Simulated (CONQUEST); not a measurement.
# GaSe2 in CONQUEST: convergence with scf tolerance

Aim: find how far scf tolerance must go before the results for GaSe2 settle, at LDA. This setting moves, with any that are tied to it; all else stays.

Everything below comes from runs of CONQUEST 1.3. Logs are shortened: lines on timing, memory, paths and dates and some standing lists are left out, and cuts for length are marked.

## Step 1: Starting point

The cell holds a slab with vacuum, 6 atoms: a = 3.857 Å, b = 5.623 Å, c = 20.834 Å, α = 90.00°, β = 90.00°, γ = 90.00°.

## Step 2: With scf tolerance 0.01

The input, Conquest_input:

```
IO.Title GaSe2
IO.Coordinates coords.dat
IO.FractionalAtomicCoords T
IO.Iprint 2
IO.Iprint_init 1
General.NumberOfSpecies 2
General.PseudopotentialType hamann
AtomMove.TypeOfRun static
AtomMove.FullStress T
Grid.GridCutoff 120
DM.SolutionMethod diagon
Diag.MPMesh T
Diag.GammaCentred T
Diag.MPMeshX 5
Diag.MPMeshY 4
Diag.MPMeshZ 1
Diag.kT 0.00183747
minE.SCTolerance 0.01
SC.MaxIters 100
IO.AtomChargeOutput T
SC.KerkerPreCondition T
SC.KerkerFactor 0.3
SC.LinearMixingFactor 0.3
%block ChemicalSpeciesLabel
1 78.960 Se
2 69.720 Ga
%endblock
```

The input, coords.dat:

```
    7.2895362093     0.0000000000     0.0000000000
    0.0000000000    10.6267910714     0.0000000000
    0.0000000000     0.0000000000    39.3700163778
6
  0.9999999950   0.2591136050   0.3599933970 1 T T T
  0.0000000050   0.0090180850   0.4496533680 2 T T T
  0.5000000000   0.7364251100   0.4502748040 1 T T T
  0.0000000000   0.2364251100   0.5497252020 1 T T T
  0.5000000000   0.5090180800   0.5503466400 2 T T T
  0.4999999950   0.7591136050   0.6400066030 1 T T T
```

Potentials or basis: PseudoDojo NC LDA, SZP, grid cutoff 120 Ha.

Run with:

```
> OMP_NUM_THREADS=1 Conquest
```

Run time: 24 s. Hardware: 1 thread of AMD EPYC 7B13 (Zen 3), shared host; peak memory 0.8 GiB.

What came out:

- Free energy: -17343.4188 eV
- Band gap on the k mesh: none (metal or under the smearing width)
- Mulliken charges: Se -0.38, -0.22; Ga +0.60 e

## Step 3: With scf tolerance 0.001

Changes to Conquest_input since step 2:

```diff
@@ -17,3 +17,3 @@
 Diag.kT 0.00183747
-minE.SCTolerance 0.01
+minE.SCTolerance 0.001
 SC.MaxIters 100
```

coords.dat is that of step 2.

Potentials or basis: PseudoDojo NC LDA, SZP, grid cutoff 120 Ha.

Run with:

```
> OMP_NUM_THREADS=1 Conquest
```

Run time: 25 s. Hardware: 1 thread of AMD EPYC 7B13 (Zen 3), shared host; peak memory 0.8 GiB.

What came out:

| Property | Result |
| --- | --- |
| Free energy | -17343.1720 eV |
| Band gap on the k mesh | none (metal or under the smearing width) |
| Mulliken charges | Se -0.35, -0.21; Ga +0.57 e |

## Step 4: With scf tolerance 0.0001

Changes to Conquest_input since step 3:

```diff
@@ -17,3 +17,3 @@
 Diag.kT 0.00183747
-minE.SCTolerance 0.001
+minE.SCTolerance 0.0001
 SC.MaxIters 100
```

coords.dat is that of step 3.

Run with:

```
> OMP_NUM_THREADS=1 Conquest
```

It took 31 s on 1 thread of AMD EPYC 7B13 (Zen 3), shared host; peak memory 0.8 GiB.

It converged, with:

| Item | Value |
| --- | --- |
| Free energy | -17342.3662 eV |
| Band gap on the k mesh | none (metal or under the smearing width) |
| Mulliken charges | Se -0.16, -0.17; Ga +0.33 e |

## Step 5: With scf tolerance 1e-05

Changes to Conquest_input since step 4:

```diff
@@ -17,3 +17,3 @@
 Diag.kT 0.00183747
-minE.SCTolerance 0.0001
+minE.SCTolerance 1e-05
 SC.MaxIters 100
```

coords.dat is that of step 4.

Run with:

```
> OMP_NUM_THREADS=1 Conquest
```

Run time: 43 s. Hardware: 1 thread of AMD EPYC 7B13 (Zen 3), shared host; peak memory 0.8 GiB.

It converged, with:

```
Free energy            : -17342.3702 eV
Largest force          : 0.961 eV/Å
Band gap on the k mesh : none (metal or under the smearing width)
Mulliken charges       : Se -0.14, -0.18; Ga +0.32 e
```

## Step 6: With scf tolerance 1e-06

Changes to Conquest_input since step 5:

```diff
@@ -17,3 +17,3 @@
 Diag.kT 0.00183747
-minE.SCTolerance 1e-05
+minE.SCTolerance 1e-06
 SC.MaxIters 100
```

coords.dat is that of step 5.

Potentials or basis: PseudoDojo NC LDA, SZP, grid cutoff 120 Ha.

Run with:

```
> OMP_NUM_THREADS=1 Conquest
```

What it wrote:

```text
Simulation cell dimensions:     7.2895 a0 x    10.6268 a0 x    39.3700 a0

      Atomic coordinates (a0)
         Atom         X         Y         Z  Species
            1   -0.0000    2.7535   14.1729        1
            2    0.0000    0.0958   17.7029        2
            3    3.6448    7.8258   17.7273        1
            4    0.0000    2.5124   21.6427        1
            5    3.6448    5.4092   21.6672        2
            6    3.6448    8.0669   25.1971        1

         Monkhorst-Pack mesh:   5 x   4 x   1 gamma-centred
        This calculation includes non-local pseudopotentials,
         with a maximum core radius of      7.96143864

    Job title: GaSe2
    Job to be run: static calculation

[... 5 lines left out ...]
      Using Fermi-Dirac smearing

    Integration grid size:     36 x   60 x  200

    Integration grid spacing:  0.202 a0 x 0.177 a0 x 0.197 a0

    Number of species:  2
    --------------------------------------------------------
    |   #  mass (au)  Charge (e)  SF Rad (a0)  NSF  Label  |
    --------------------------------------------------------
    |   1     78.960      16.000        6.682   14  Se     |
    |   2     69.720      13.000        8.302   14  Ga     |
    --------------------------------------------------------
          SCF tolerance:                 0.00000100
          SCF iterations:               100

    LibXC version:  6. 2. 2
    Using the LDA functional Slater exchange
    Using the LDA functional Perdew & Wang

           radial cut-off to be used is taken to be max PAO cut-off radius for this species:    6.366323

           greatest ang. mom. for making density from PAOs:  2

           radial cut-off to be used is taken to be max PAO cut-off radius for this species:    7.961439

           greatest ang. mom. for making density from PAOs:  2
    Minimum blocs/proc is     6750. Maximum blocs/proc is     6750
    set_atom_dens: In set_atomic_density, electrons :      90.000000000000
 matrix_size & matrix_size_padH =           84          84

    Screened ion int: energy:    -492.176020349072 Ha

    new_SC_potl: Starting.  Tolerance:  0.10000E-05

    PulayMixSC: Starting Pulay mixing, A_up =  0.300 A_dn =  0.300
    PulayMixSC: Spin non-polarised calculation.
    PulayMixSC: with Kerker preconditioning, q0 =  0.300
          Harris-Foulkes Energy            :      -637.356428205508109 Ha
          GroundState Energy (E-(1/2)TS)   :      -637.357656265199694 Ha
          Free Energy (E-TS)               :      -637.358884324891278 Ha
          DFT Total Energy                 :      -637.269303170398643 Ha
          Total number of electrons        :        89.999999999997627
    PulayMixSC: Pulay iteration     1 residual:              0.11302E-02
          Harris-Foulkes Energy            :      -637.347243546475738 Ha
          GroundState Energy (E-(1/2)TS)   :      -637.348529851394801 Ha
          Free Energy (E-TS)               :      -637.349816156313750 Ha
          DFT Total Energy                 :      -637.279361585489596 Ha
          Total number of electrons        :        90.000021619155021
    PulayMixSC: Pulay iteration     2 residual:              0.94144E-03
          Harris-Foulkes Energy            :      -637.322837948257416 Ha
          GroundState Energy (E-(1/2)TS)   :      -637.324380959916425 Ha
          Free Energy (E-TS)               :      -637.325923971575548 Ha
          DFT Total Energy                 :      -637.308916228076214 Ha
          Total number of electrons        :        90.000096768112641
[... 33 lines left out ...]
          Free Energy (E-TS)               :      -637.320212297434864 Ha
          DFT Total Energy                 :      -637.316884600835238 Ha
          Total number of electrons        :        90.000071288487902
    PulayMixSC: Pulay iteration     9 residual:              0.25933E-04
          Harris-Foulkes Energy            :      -637.317017894738569 Ha
          GroundState Energy (E-(1/2)TS)   :      -637.318629367201538 Ha
          Free Energy (E-TS)               :      -637.320240839664393 Ha
          DFT Total Energy                 :      -637.316915190905320 Ha
          Total number of electrons        :        90.000072070408635
    PulayMixSC: Pulay iteration    10 residual:              0.23870E-04
          Harris-Foulkes Energy            :      -637.317098782109269 Ha
          GroundState Energy (E-(1/2)TS)   :      -637.318710284074086 Ha
          Free Energy (E-TS)               :      -637.320321786038903 Ha
          DFT Total Energy                 :      -637.316960039033347 Ha
          Total number of electrons        :        90.000063339630103
[... 52 further cycles ...]
    PulayMixSC: Pulay iteration    63 residual:              0.13900E-05
          Harris-Foulkes Energy            :      -637.317055695809131 Ha
          GroundState Energy (E-(1/2)TS)   :      -637.318681703842685 Ha
          Free Energy (E-TS)               :      -637.320307711876239 Ha
          DFT Total Energy                 :      -637.317049486396058 Ha
          Total number of electrons        :        90.000068916815039
    PulayMixSC: Pulay iteration    64 residual:              0.13819E-05
          Harris-Foulkes Energy            :      -637.317056087013839 Ha
          GroundState Energy (E-(1/2)TS)   :      -637.318682036760265 Ha
          Free Energy (E-TS)               :      -637.320307986506691 Ha
          DFT Total Energy                 :      -637.317050028431822 Ha
          Total number of electrons        :        90.000056150655567
    PulayMixSC: Pulay iteration    65 residual:              0.13113E-05
          Harris-Foulkes Energy            :      -637.317056324502914 Ha
          GroundState Energy (E-(1/2)TS)   :      -637.318682308187590 Ha
          Free Energy (E-TS)               :      -637.320308291872379 Ha
          DFT Total Energy                 :      -637.317050466442538 Ha
[... 23 lines left out ...]
          DFT Total Energy                 :      -637.317049451956109 Ha
          Total number of electrons        :        90.000072592339393
    PulayMixSC: Pulay iteration    70 residual:              0.11131E-05
          Harris-Foulkes Energy            :      -637.317052217494620 Ha
          GroundState Energy (E-(1/2)TS)   :      -637.318678738624840 Ha
          Free Energy (E-TS)               :      -637.320305259755060 Ha
          DFT Total Energy                 :      -637.317049519980287 Ha
          Total number of electrons        :        90.000076665989369
    PulayMixSC: Pulay iteration    71 residual:              0.10355E-05
          Harris-Foulkes Energy            :      -637.317051632340394 Ha
          GroundState Energy (E-(1/2)TS)   :      -637.318678182997019 Ha
          Free Energy (E-TS)               :      -637.320304733653643 Ha
          DFT Total Energy                 :      -637.317049387772386 Ha
          Total number of electrons        :        90.000066013819577
    PulayMixSC: Pulay iteration    72 residual:              0.99200E-06
    PulayMixSC: Reached SCF tolerance of  0.99200E-06 after     72 iterations
      | Number of electrons      =        90.000066
      |* band energy as 2Tr[K.H] =      -106.765382519596585 Ha
      |  screened ion-ion energy =      -492.176020349071848 Ha
      |  Ha correction           =         3.726029819774031 Ha
      |  XC correction           =       -42.101696228061797 Ha
      | GS Energy as E-(1/2)TS   =      -637.318678182997019 Ha
      | Free Energy as E-TS      =      -637.320304733653643 Ha
      |* Harris-Foulkes energy   =      -637.317051632340394 Ha
      |* DFT total energy        =      -637.317049387772386 Ha
      |  estimated accuracy      =        -0.000002244568009 Ha

    force: Forces on atoms (Ha/a0)
    force:  Atom   X              Y              Z
    force:     1   0.0000000011   0.0082567167  -0.0029631040
    force:     2  -0.0000000040   0.0022967152   0.0002460362
    force:     3   0.0000000024  -0.0105892485  -0.0159527240
    force:     4   0.0000000021  -0.0105892407   0.0159527231
    force:     5  -0.0000000032   0.0022967102  -0.0002460534
    force:     6   0.0000000025   0.0082567328   0.0029631256

    force: Maximum force :        0.01595272(Ha/a0) on atom         3 in z direction
    force: Force Residual:        0.01223261 Ha/a0
    force: Total stress:          1.72187910    -0.00000010    -0.00000017 GPa
                             0.00000002     0.22075083     0.00000071
                            -0.00000001     0.00000071    -0.91167664
    force: Average pressure:     -0.34365110 GPa

    force: Finished force
    get_E_and_F: Change in energy during last step of electronic optimisation:  0.58515E-06

    BIBLIOGRAPHY: Please consider citing the following references in the conquest.bib file

    CONQUEST:         Bowler2002pt, Miyazaki2004, Nakata2020
    Basis:            Bowler2019
    DM:               Bowler:2006xr
    Pseudopotentials: Hamann2013, Bowler2019
    XC references from LibXC:
      P. A. M. Dirac.,  Math. Proc. Cambridge Philos. Soc. 26, 376 (1930)
```

Wall time 2.2 min (1 thread of AMD EPYC 7B13 (Zen 3), shared host); peak memory 0.8 GiB.

What came out:

| Property | Result |
| --- | --- |
| Free energy | -17342.3690 eV |
| Largest force | 0.985 eV/Å |
| Band gap on the k mesh | none (metal or under the smearing width) |
| Mulliken charges | Se -0.14, -0.18; Ga +0.32 e |

## Step 7: With scf tolerance 1e-07

Changes to Conquest_input since step 6:

```diff
@@ -17,3 +17,3 @@
 Diag.kT 0.00183747
-minE.SCTolerance 1e-06
+minE.SCTolerance 1e-07
 SC.MaxIters 100
```

coords.dat is that of step 6.

Run with:

```
> OMP_NUM_THREADS=1 Conquest
```

Run time: 2.6 min. Hardware: 1 thread of AMD EPYC 7B13 (Zen 3), shared host; peak memory 0.69 GiB.

The calculation stopped without meeting its thresholds.

## Step 8: With scf tolerance 1e-08

Changes to Conquest_input since step 7:

```diff
@@ -17,3 +17,3 @@
 Diag.kT 0.00183747
-minE.SCTolerance 1e-07
+minE.SCTolerance 1e-08
 SC.MaxIters 100
```

coords.dat is that of step 7.

Run with:

```
> OMP_NUM_THREADS=1 Conquest
```

Run time: 2.6 min. Hardware: 1 thread of AMD EPYC 7B13 (Zen 3), shared host; peak memory 0.69 GiB.

No converged result was reached.

## Step 9: With scf tolerance 1e-09

Changes to Conquest_input since step 8:

```diff
@@ -17,3 +17,3 @@
 Diag.kT 0.00183747
-minE.SCTolerance 1e-08
+minE.SCTolerance 1e-09
 SC.MaxIters 100
```

coords.dat is that of step 8.

Potentials or basis: PseudoDojo NC LDA, SZP, grid cutoff 120 Ha.

Run with:

```
> OMP_NUM_THREADS=1 Conquest
```

It took 2.8 min on 1 thread of AMD EPYC 7B13 (Zen 3), shared host; peak memory 0.69 GiB.

No converged result was reached.

## Step 10: Summary

| scf tolerance | energy less the tightest run, at zero smearing (meV/atom) | SCF cycles | CPU time (s) | peak memory (GiB) |
| --- | --- | --- | --- | --- |
| 0.01 | -176.77 | 1 | 24 | 0.8 |
| 0.001 | -135.38 | 2 | 25 | 0.8 |
| 0.0001 | 0.31 | 6 | 31 | 0.8 |
| 1e-05 | -0.25 | 14 | 43 | 0.8 |
| 1e-06 | 0.00 | 72 | 130 | 0.8 |
| 1e-07 | not converged | - | - | - |
| 1e-08 | not converged | - | - | - |
| 1e-09 | not converged | - | - | - |

Against the tightest run, the energy stays within 1 meV/atom from 0.0001 on. The tightest run that finished is the yardstick and may itself not be fully converged.

Caveats: the atomic basis is small; the basis of atomic orbitals isn't converged, which shifts pressures, moduli and gaps.
